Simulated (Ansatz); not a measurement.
# F− with H₂O₂: superposition error and deformation

Aim: split the binding of a pair into the counterpoise interaction, the basis-set superposition error and the cost of deforming the fragments.

Computed with Ansatz 0.2.0, Gaussian basis. Level: PBE0-D4 structures, single points in def2-TZVPPD.

Levels: PBE-D4, revPBE-D4, BLYP-D4, r2SCAN-D4, B97M-V, PBE0-D4, B3LYP-D4, HSE06-D4, wB97X-V, wB97M-V, B2PLYP, Hartree-Fock, MP2, CCSD, CCSD(T).

Cores are frozen in the correlated methods. B3LYP uses VWN-RPA correlation. B2PLYP carries no dispersion term here.

129 further runs of the same task are left out: 129 set aside as unsound or not needed.

## 1. Where the work starts

The relaxed pair: 5 atoms, charge -1, spin multiplicity 1.

Atoms are counted from 1 here; the program's logs count them from 0.

Bond lengths: O2–O3 1.448 Å, O2–H4 1.004 Å, O3–H5 1.002 Å. Angles: O3–O2–H4 95.4°, O2–O3–H5 95.5°.

Coordinates:

```csv
atom,x (Å),y (Å),z (Å)
F1,-0.2846,0.2810,-1.4492
O2,0.7477,-0.5542,0.6486
O3,-0.4106,0.2232,1.0369
H4,0.6287,-0.4144,-0.3388
H5,-0.6812,0.4644,0.1024
```

Atoms 1 to 1 are fragment A (F−), the rest fragment B (H₂O₂). From earlier runs, pair energy (eV) and counterpoise interaction (kcal/mol):

```csv
method,E(pair),interaction
PBE-D4,-6839.30109,-52.46
revPBE-D4,-6843.95526,-49.71
BLYP-D4,-6845.45755,-50.34
r2SCAN-D4,-6842.62136,-54.85
B97M-V,-6843.26461,-52.04
PBE0-D4,-6838.79186,-54.20
B3LYP-D4,-6846.04290,-52.66
HSE06-D4,-6838.49427,-54.14
wB97X-V,-6843.32686,-52.81
wB97M-V,-6843.82175,-52.87
B2PLYP,-6841.78867,-51.60
Hartree-Fock,-6812.51282,-51.03
MP2,-6834.10117,-50.88
CCSD(T),-6834.93371,-51.02
```

First each fragment is run alone in its own basis, frozen in the shape it has in the pair (a, b).

## 2. wB97X-V/def2-TZVPPD

Input file a/in.yaml:

```yaml
crystal:
  periodic: [false, false, false]
  atoms:
    - {symbol: F, position_ang: [-0.284558, 0.281036, -1.449164]}
basis:
  gaussian: {orbitals: "def2-TZVPPD.json"}
total_charge: -1
hamiltonian: {xc: {name: wB97X-V}}
```

Input file b/in.yaml:

```yaml
crystal:
  periodic: [false, false, false]
  atoms:
    - {symbol: O, position_ang: [0.747678, -0.554157, 0.648631]}
    - {symbol: O, position_ang: [-0.410559, 0.223201, 1.036907]}
    - {symbol: H, position_ang: [0.628663, -0.414427, -0.338793]}
    - {symbol: H, position_ang: [-0.681224, 0.464447, 0.102419]}
basis:
  gaussian: {orbitals: "def2-TZVPPD.json"}
hamiltonian: {xc: {name: wB97X-V}}
```

The basis file named in the input lies beside it (Basis Set Exchange, JSON).

Each run has its own folder and the same command.

On the command line:

```
$ ansatz run in.yaml --threads 2 --pin off --events-out ev --progress --plain --max-ram 5222MiB
```

Output in a:

```text
Functional definition: wB97X-V
  name "wB97X-V"
  cite "Mardirossian & Head-Gordon, Phys. Chem. Chem. Phys. 16, 9904 (2014) doi:10.1039/C3CP54374A"
  cite "Becke, J. Chem. Phys. 107, 8554 (1997) doi:10.1063/1.475007"
  cite "Vydrov & Van Voorhis, J. Chem. Phys. 133, 244103 (2010) doi:10.1063/1.3521275"
  parameter omega = 0.3/bohr
  parameter cx = 0.167
  parameter cx1 = 0.603
  parameter cx2 = 1.194
  parameter css0 = 0.556
  parameter css1 = -0.257
  parameter cos0 = 1.219
  parameter cos1 = -1.850
  parameter b = 6.0
  parameter c = 0.01
  exchange = spin_sum(e_x_unif_sr(omega)*poly(b97_u_x, 1 - cx, cx1, cx2)) + cx*exact_x_sr(omega) + exact_x_lr(omega)
  correlation = spin_sum(e_c_pw_same_spin*poly(b97_u_same, css0, css1))
      + integral(e_c_pw_opposite_spin*poly(b97_u_opposite, cos0, cos1)) + vv10(b, c)
197 factors; their error is unknown
52 factors; integrals over basis functions are off by at most 4.8e-5 eV
mean field evaluation 1: about -2705.5467 eV, gradient 8.9e1 eV
mean field evaluation 2: about -2701.9389 eV, gradient 1.2e2 eV
mean field evaluation 4: about -2717.2989 eV, gradient 4.7e-1 eV
mean field evaluation 8: about -2717.3078 eV, gradient 1.6e-3 eV
mean field -2717.30775250 eV, -99.8592180471 hartree, gradient 5.3e-5 eV, S^2 0.000000; 0 other end points of the search recorded, 0 dependent functions left out
reference -2717.30775130 eV, -99.8592180030 hartree; 5, 5 occupied and 35, 35 virtual orbitals, 197 factors
Total energy: -2717.30775130 eV, -99.8592180030 hartree
```

Output in b, cut to the lines that bear on the results:

```text
[... 5 set-up lines as earlier in the session ...]
[...]
      + integral(e_c_pw_opposite_spin*poly(b97_u_opposite, cos0, cos1)) + vv10(b, c)
486 factors; their error is unknown
156 factors; integrals over basis functions are off by at most 3.2e-5 eV
[...]
mean field -4123.72651961 eV, -151.5441544335 hartree, gradient 2.1e-5 eV, S^2 0.000000; 0 other end points of the search recorded, 0 dependent functions left out
reference -4123.72651736 eV, -151.5441543507 hartree; 9, 9 occupied and 105, 105 virtual orbitals, 486 factors
Total energy: -4123.72651736 eV, -151.5441543507 hartree
```

They took 0.25 s (a), 1.6 s (b) on 2 threads of Arm Neoverse V2, shared host.

## 3. wB97M-V/def2-TZVPPD

Each input of step 2 (a, b) changes in the same lines:

```diff
-hamiltonian: {xc: {name: wB97X-V}}
+hamiltonian: {xc: {name: wB97M-V}}
```

The same command starts each run, in its folder.

On the command line:

```
$ ansatz run in.yaml --threads 2 --pin off --events-out ev --progress --plain --max-ram 5222MiB
```

Log of a, cut to the lines that bear on the results:

```text
Functional definition: wB97M-V
  name "wB97M-V"
  cite "Mardirossian & Head-Gordon, J. Chem. Phys. 144, 214110 (2016) doi:10.1063/1.4952647"
[... 2 set-up lines as earlier in the session ...]
  # Of w^i u^j: cxij and so on, Table III.
[...]
  gx(w, u) = 1 - cx + cx01*u + cx10*w
  gss(w, u) = css00 + css04*u^4 + css10*w + css20*w^2 + css43*w^4*u^3
  gos(w, u) = cos00 + cos10*w + (cos20 + cos21*u)*w^2 + (cos60 + cos61*u)*w^6
[...]
      + integral(e_c_pw_mod_opposite_spin*gos(b97_w_opposite, b97_u_opposite)) + vv10(b, c)
197 factors; their error is unknown
52 factors; integrals over basis functions are off by at most 4.8e-5 eV
[...]
mean field -2717.60186938 eV, -99.8700266432 hartree, gradient 1.8e-5 eV, S^2 0.000000; 0 other end points of the search recorded, 0 dependent functions left out
reference -2717.60189901 eV, -99.8700277317 hartree; 5, 5 occupied and 35, 35 virtual orbitals, 197 factors
Total energy: -2717.60189901 eV, -99.8700277317 hartree
```

Log of b, cut to the lines that bear on the results:

```text
[... 5 set-up lines as earlier in the session ...]
  # Of w^i u^j: cxij and so on, Table III.
[...]
  gx(w, u) = 1 - cx + cx01*u + cx10*w
  gss(w, u) = css00 + css04*u^4 + css10*w + css20*w^2 + css43*w^4*u^3
  gos(w, u) = cos00 + cos10*w + (cos20 + cos21*u)*w^2 + (cos60 + cos61*u)*w^6
[...]
      + integral(e_c_pw_mod_opposite_spin*gos(b97_w_opposite, b97_u_opposite)) + vv10(b, c)
486 factors; their error is unknown
156 factors; integrals over basis functions are off by at most 3.2e-5 eV
[...]
mean field -4123.92471520 eV, -151.5514379871 hartree, gradient 2.7e-5 eV, S^2 0.000000; 0 other end points of the search recorded, 0 dependent functions left out
reference -4123.92477104 eV, -151.5514400392 hartree; 9, 9 occupied and 105, 105 virtual orbitals, 486 factors
Total energy: -4123.92477104 eV, -151.5514400392 hartree
```

Times: 0.25 s (a), 1.8 s (b) on 2 threads of Arm Neoverse V2, shared host.

## 4. B2PLYP/def2-TZVPPD

Each input of step 3 (a, b) changes in the same lines:

```diff
-hamiltonian: {xc: {name: wB97M-V}}
+hamiltonian: {xc: {name: B2PLYP}}
```

Each run has its own folder and the same command.

On the command line:

```
$ ansatz run in.yaml --threads 2 --pin off --events-out ev --progress --plain --max-ram 5222MiB
```

Output in a, cut to the lines that bear on the results:

```text
Functional definition: B2PLYP
  name "B2PLYP"
  cite "Grimme, J. Chem. Phys. 124, 034108 (2006) doi:10.1063/1.2148954"
  cite "Becke, Phys. Rev. A 38, 3098 (1988) doi:10.1103/PhysRevA.38.3098"
  cite "Lee, Yang & Parr, Phys. Rev. B 37, 785 (1988) doi:10.1103/PhysRevB.37.785"
[...]
257 factors; integrals over basis functions are off by at most 1.5e-4 eV
[...]
mean field -2714.40500266 eV, -99.7525439580 hartree, gradient 9.1e-6 eV, S^2 0.000000; 0 other end points of the search recorded, 0 dependent functions left out
1 core orbitals not correlated: weight in the atoms' cores, before any rotation towards them, 1.000 or more for the frozen orbitals, at most 0.000 for the correlated occupied ones
reference -2714.40510179 eV, -99.7525476009 hartree; 4, 4 occupied and 35, 35 virtual orbitals, 257 factors
second order -9.42534965 eV of doubles, -0.00000000 eV of singles
Total energy: -2716.94994619 eV, -99.8460689078 hartree
```

b printed, cut to the lines that bear on the results:

```text
[... 5 set-up lines as earlier in the session ...]
[...]
682 factors; integrals over basis functions are off by at most 9.4e-4 eV
[...]
mean field -4118.09327186 eV, -151.3371363971 hartree, gradient 7.6e-6 eV, S^2 0.000000; 0 other end points of the search recorded, 0 dependent functions left out
2 core orbitals not correlated: weight in the atoms' cores, before any rotation towards them, 1.000 or more for the frozen orbitals, at most 0.000 for the correlated occupied ones
reference -4118.09340379 eV, -151.3371412453 hartree; 7, 7 occupied and 105, 105 virtual orbitals, 682 factors
second order -16.62006363 eV of doubles, -0.00000000 eV of singles
Total energy: -4122.58082097 eV, -151.5020507850 hartree
```

Wall times: 0.15 s (a), 1 s (b) on 2 threads of Arm Neoverse V2, shared host.

## 5. B97M-V/def2-TZVPPD

Each input of step 4 (a, b) changes in the same lines:

```diff
-hamiltonian: {xc: {name: B2PLYP}}
+hamiltonian: {xc: {name: B97M-V}}
```

The same command starts each run, in its folder.

On the command line:

```
$ ansatz run in.yaml --threads 2 --pin off --events-out ev --progress --plain --max-ram 5222MiB
```

Log of a, cut to the lines that bear on the results:

```text
Functional definition: B97M-V
  name "B97M-V"
  cite "Mardirossian & Head-Gordon, J. Chem. Phys. 142, 074111 (2015) doi:10.1063/1.4907719"
[... 2 set-up lines as earlier in the session ...]
  # Of w^i u^j: cxij and so on, Table III.
[...]
  gx(w, u) = cx00 + cx01*u + cx02*u^2 + (cx10 + cx11*u)*w
  gss(w, u) = css00 + css02*u^2 + css10*w + (css32*w^3 + css42*w^4)*u^2
  gos(w, u) = cos00 + cos01*u + cos03*u^3 + cos10*w + cos32*w^3*u^2
[...]
      + integral(e_c_pw_mod_opposite_spin*gos(b97_w_opposite, b97_u_opposite)) + vv10(b, c)
197 factors; their error is unknown
[...]
mean field -2717.16474812 eV, -99.8539627329 hartree, gradient 8.6e-6 eV, S^2 0.000000; 0 other end points of the search recorded, 0 dependent functions left out
reference -2717.16478331 eV, -99.8539640264 hartree; 5, 5 occupied and 35, 35 virtual orbitals, 197 factors
Total energy: -2717.16478331 eV, -99.8539640264 hartree
```

Output in b, cut to the lines that bear on the results:

```text
[... 5 set-up lines as earlier in the session ...]
  # Of w^i u^j: cxij and so on, Table III.
[...]
  gx(w, u) = cx00 + cx01*u + cx02*u^2 + (cx10 + cx11*u)*w
  gss(w, u) = css00 + css02*u^2 + css10*w + (css32*w^3 + css42*w^4)*u^2
  gos(w, u) = cos00 + cos01*u + cos03*u^3 + cos10*w + cos32*w^3*u^2
[...]
      + integral(e_c_pw_mod_opposite_spin*gos(b97_w_opposite, b97_u_opposite)) + vv10(b, c)
486 factors; their error is unknown
[...]
mean field -4123.83967507 eV, -151.5483128200 hartree, gradient 1.1e-5 eV, S^2 0.000000; 0 other end points of the search recorded, 0 dependent functions left out
reference -4123.83974248 eV, -151.5483152972 hartree; 9, 9 occupied and 105, 105 virtual orbitals, 486 factors
Total energy: -4123.83974248 eV, -151.5483152972 hartree
```

They took 0.25 s (a), 1.9 s (b) on 2 threads of Arm Neoverse V2, shared host.

## 6. CCSD(T)/def2-TZVPPD

The same edit goes into each in.yaml of step 5 (a, b):

```diff
-hamiltonian: {xc: {name: B97M-V}}
+correlation: {method: ccsd_t}
```

One command serves all of them, each in its own folder.

On the command line:

```
$ ansatz run in.yaml --threads 2 --pin off --events-out ev --progress --plain --max-ram 5222MiB
```

Output in a, cut to the lines that bear on the results:

```text
Functional definition: HF
  name "HF"
  cite "Fock, Z. Phys. 61, 126 (1930) doi:10.1007/BF01340294"
  parent pbe
[...]
257 factors; integrals over basis functions are off by at most 1.5e-4 eV
[...]
mean field -2706.33087263 eV, -99.4558251521 hartree, gradient 3.0e-6 eV, S^2 0.000000; 0 other end points of the search recorded, 0 dependent functions left out
1 core orbitals not correlated: weight in the atoms' cores, before any rotation towards them, 1.000 or more for the frozen orbitals, at most 0.000 for the correlated occupied ones
reference -2706.33087263 eV, -99.4558251521 hartree; 4, 4 occupied and 35, 35 virtual orbitals, 257 factors
second order -7.81390746 eV of doubles, -0.00000000 eV of singles
cycle   1  -7.41661806 eV  change    4.0e-1 eV  update   9.9e-2
[...]
cycle   9  -7.66117946 eV  change    1.9e-6 eV  update   3.4e-6
perturbative correction -0.25873591 eV, -0.0095083692 hartree
Total energy: -2714.25078799 eV, -99.7468766735 hartree
```

Output in b, cut to the lines that bear on the results:

```text
[... 4 set-up lines as earlier in the session ...]
[...]
682 factors; integrals over basis functions are off by at most 9.4e-4 eV
[...]
mean field -4103.96661898 eV, -150.8179914790 hartree, gradient 1.4e-6 eV, S^2 0.000000; 0 other end points of the search recorded, 0 dependent functions left out
2 core orbitals not correlated: weight in the atoms' cores, before any rotation towards them, 1.000 or more for the frozen orbitals, at most 0.000 for the correlated occupied ones
reference -4103.96661898 eV, -150.8179914790 hartree; 7, 7 occupied and 105, 105 virtual orbitals, 682 factors
second order -13.72231266 eV of doubles, -0.00000000 eV of singles
cycle   1  -13.46452197 eV  change    2.6e-1 eV  update   7.8e-2
[...]
cycle  10  -13.90363002 eV  change    1.0e-5 eV  update   8.4e-6
perturbative correction -0.53811087 eV, -0.0197752098 hartree
Total energy: -4118.40835987 eV, -151.3487156679 hartree
```

Times: 0.15 s (a), 3.4 s (b) on 2 threads of Arm Neoverse V2, shared host; peak memory 0.47 GiB.

## 7. Relaxing H₂O₂ alone

Input file relax-b/in.yaml:

```yaml
crystal:
  periodic: [false, false, false]
  atoms:
    - {symbol: O, position_ang: [0.747678, -0.554157, 0.648631]}
    - {symbol: O, position_ang: [-0.410559, 0.223201, 1.036907]}
    - {symbol: H, position_ang: [0.628663, -0.414427, -0.338793]}
    - {symbol: H, position_ang: [-0.681224, 0.464447, 0.102419]}
basis:
  gaussian: {orbitals: def2-TZVP}
hamiltonian: {xc: pbe0, dispersion: d4}
relax: {f_tol: 0.005, max_steps: 200}
```

On the command line:

```
$ ansatz run in.yaml --threads 2 --pin off --events-out ev --progress --plain --max-ram 5222MiB
```

Standard output, cut to the lines that bear on the results:

```text
Functional definition: PBE0
  name "PBE0"
  cite "Adamo & Barone, J. Chem. Phys. 110, 6158 (1999) doi:10.1063/1.478522"
  cite "Perdew, Burke & Ernzerhof, Phys. Rev. Lett. 77, 3865 (1996) doi:10.1103/PhysRevLett.77.3865"
[... 1 set-up line as earlier in the session ...]
[...]
390 factors; their error is unknown
[...]
mean field -4120.66699300 eV, -151.4317189043 hartree, gradient 5.8e-5 eV, S^2 0.000000; 0 other end points of the search recorded, 0 dependent functions left out
[...]
reference -4120.66700860 eV, -151.4317194777 hartree; 9, 9 occupied and 65, 65 virtual orbitals, 390 factors
relax step   1: F+E_penalty+E_count = -4120.68202124 eV  Δ(F+E_penalty+E_count) = +0.000e0 eV  max|allowed force component| = 2.217e0 eV/Å  Δτ_max = 0.0000 Å  (24 SCF iters, accepted)
[...]
relax step  14: F+E_penalty+E_count = -4121.31039847 eV  Δ(F+E_penalty+E_count) = -5.104e-5 eV  max|allowed force component| = 1.600e-3 eV/Å  Δτ_max = 0.0030 Å  (29 SCF iters, accepted)
390 factors; their error is unknown
[...]
mean field -4121.29568047 eV, -151.4548227428 hartree, gradient 2.0e-5 eV, S^2 0.000000; 1 other end points of the search recorded, 0 dependent functions left out
[...]
reference -4121.29569602 eV, -151.4548233140 hartree; 9, 9 occupied and 65, 65 virtual orbitals, 390 factors
Total energy: -4121.31041401 eV, -151.4553641903 hartree
Atom 0 at     0.419714    -0.740771     0.428092 Å, force     0.001187    -0.000889    -0.001336 eV/Å
Atom 1 at    -0.176336     0.500904     0.795895 Å, force    -0.001599     0.001215    -0.000402 eV/Å
Atom 2 at     1.098739    -0.444348    -0.190025 Å, force    -0.001086    -0.000163     0.001109 eV/Å
Atom 3 at    -1.057559     0.403279     0.415202 Å, force     0.001498    -0.000163     0.000629 eV/Å
Dipole moment:    -0.075506     0.074237    -0.372981 e Å
```

It took 6 s on 2 threads of Arm Neoverse V2, shared host.

Step by step: (the energy doesn't fall at every step)

```
step  energy from step 1 (eV)  largest force component (eV/Å)
   1                   0.0000                          2.2170
   2                  -0.2560                          0.8814
   3                  -0.2790                          0.2259
   4                  -0.2831                          0.2320
   5                  -0.3288                          0.3473
   6                  -0.4481                          1.1711
   7                  -0.1427                          3.0930
   8                  -0.5662                          0.4594
   9                  -0.6167                          0.1802
  10                  -0.6158                          0.4127
  11                  -0.6198                          0.0966
  12                  -0.6278                          0.0303
  13                  -0.6283                          0.0247
  14                  -0.6284                          0.0016
```

Distances of close pairs at the start and the end, largest changes first:

```
 bond  before (Å)  after (Å)  change (Å)
O1–H3       1.004      0.965      -0.039
O2–H4       1.002      0.965      -0.037
O1–O2       1.448      1.426      -0.022
```

## 8. PBE-D4/def2-TZVPPD

Input file free-b/in.yaml:

```yaml
crystal:
  periodic: [false, false, false]
  atoms:
    - {symbol: O, position_ang: [0.419714, -0.740771, 0.428092]}
    - {symbol: O, position_ang: [-0.176336, 0.500904, 0.795895]}
    - {symbol: H, position_ang: [1.098739, -0.444348, -0.190025]}
    - {symbol: H, position_ang: [-1.057559, 0.403279, 0.415202]}
basis:
  gaussian: {orbitals: "def2-TZVPPD.json"}
hamiltonian: {xc: pbe, dispersion: d4}
```

On the command line:

```
$ ansatz run in.yaml --threads 2 --pin off --events-out ev --progress --plain --max-ram 5222MiB
```

Standard output:

```text
Functional definition: PBE
  name "PBE"
[... 2 set-up lines as earlier in the session ...]
  parameter kappa = 0.804
  parameter beta = 0.06672455060314922
  exchange = pbe_x(kappa = kappa, mu = beta*pi^2/3)
  correlation = pbe_c(beta = beta)
486 factors; their error is unknown
mean field evaluation 1: about -4117.9778 eV, gradient 4.8e1 eV
mean field evaluation 2: about -4108.4800 eV, gradient 8.7e1 eV
mean field evaluation 4: about -4121.7037 eV, gradient 1.5e0 eV
mean field evaluation 8: about -4121.6965 eV, gradient 2.4e-2 eV
mean field evaluation 16: about -4121.6965 eV, gradient 9.4e-6 eV
mean field -4121.69647138 eV, -151.4695515369 hartree, gradient 9.4e-6 eV, S^2 0.000000; 0 other end points of the search recorded, 0 dependent functions left out
reference -4121.69651986 eV, -151.4695533186 hartree; 9, 9 occupied and 105, 105 virtual orbitals, 486 factors
Total energy: -4121.71479414 eV, -151.4702248859 hartree
```

Wall time 0.55 s (2 threads of Arm Neoverse V2, shared host).

## 9. r2SCAN-D4/def2-TZVPPD

free-b/in.yaml: that of step 8 with these lines changed.

```diff
@@ -9,2 +9,2 @@
   gaussian: {orbitals: "def2-TZVPPD.json"}
-hamiltonian: {xc: pbe, dispersion: d4}
+hamiltonian: {xc: r2scan, dispersion: d4}
```

On the command line:

```
$ ansatz run in.yaml --threads 2 --pin off --events-out ev --progress --plain --max-ram 5222MiB
```

Standard output:

```text
Functional definition: r2SCAN
  name "r2SCAN"
  cite "Furness, Kaplan, Ning, Perdew & Sun, J. Phys. Chem. Lett. 11, 8208 (2020) doi:10.1021/acs.jpclett.0c02405"
  cite "Furness, Kaplan, Ning, Perdew & Sun, J. Phys. Chem. Lett. 11, 9248 (2020) doi:10.1021/acs.jpclett.0c03077"
  parent r2scan
  parameter k0 = 0.174
  parameter k1 = 0.065
  parameter a1 = 4.9479
  exchange = r2scan_x(k0 = k0, k1 = k1, a1 = a1)
  correlation = r2scan_c
486 factors; their error is unknown
mean field evaluation 1: about -4120.7572 eV, gradient 4.3e1 eV
mean field evaluation 2: about -4116.9151 eV, gradient 6.4e1 eV
mean field evaluation 4: about -4123.7587 eV, gradient 7.2e-1 eV
mean field evaluation 8: about -4123.7493 eV, gradient 3.6e-1 eV
mean field evaluation 16: about -4123.7494 eV, gradient 2.3e-5 eV
mean field -4123.74940613 eV, -151.5449954975 hartree, gradient 2.3e-5 eV, S^2 0.000000; 0 other end points of the search recorded, 0 dependent functions left out
reference -4123.74942372 eV, -151.5449961441 hartree; 9, 9 occupied and 105, 105 virtual orbitals, 486 factors
Total energy: -4123.75371625 eV, -151.5451538914 hartree
```

It took 1.1 s on 2 threads of Arm Neoverse V2, shared host.

## 10. PBE0-D4/def2-TZVPPD

free-b/in.yaml: that of step 9 with these lines changed.

```diff
@@ -9,2 +9,3 @@
   gaussian: {orbitals: "def2-TZVPPD.json"}
-hamiltonian: {xc: r2scan, dispersion: d4}
+hamiltonian: {xc: pbe0, dispersion: d4}
+output: {orbitals: {seedname: orbitals}}
```

On the command line:

```
$ ansatz run in.yaml --threads 2 --pin off --events-out ev --progress --plain --max-ram 5222MiB
```

Standard output, cut to the lines that bear on the results:

```text
[... 5 set-up lines as earlier in the session ...]
  parameter a = 0.25
[... 2 set-up lines as earlier in the session ...]
  exchange = (1 - a)*pbe_x(kappa = kappa, mu = beta*pi^2/3) + a*exact_x
[... 1 set-up line as earlier in the session ...]
486 factors; their error is unknown
mean field evaluation 1: about -4119.1013 eV, gradient 3.8e1 eV
mean field evaluation 2: about -4117.8029 eV, gradient 4.7e1 eV
mean field evaluation 4: about -4121.4326 eV, gradient 3.4e-1 eV
mean field evaluation 8: about -4121.4413 eV, gradient 2.6e-3 eV
mean field -4121.44127748 eV, -151.4601733343 hartree, gradient 8.5e-6 eV, S^2 0.000000; 0 other end points of the search recorded, 0 dependent functions left out
reference -4121.44131418 eV, -151.4601746830 hartree; 9, 9 occupied and 105, 105 virtual orbitals, 486 factors
Total energy: -4121.45603218 eV, -151.4607155593 hartree
```

It took 0.6 s on 2 threads of Arm Neoverse V2, shared host.

[end of part 1 of 2]
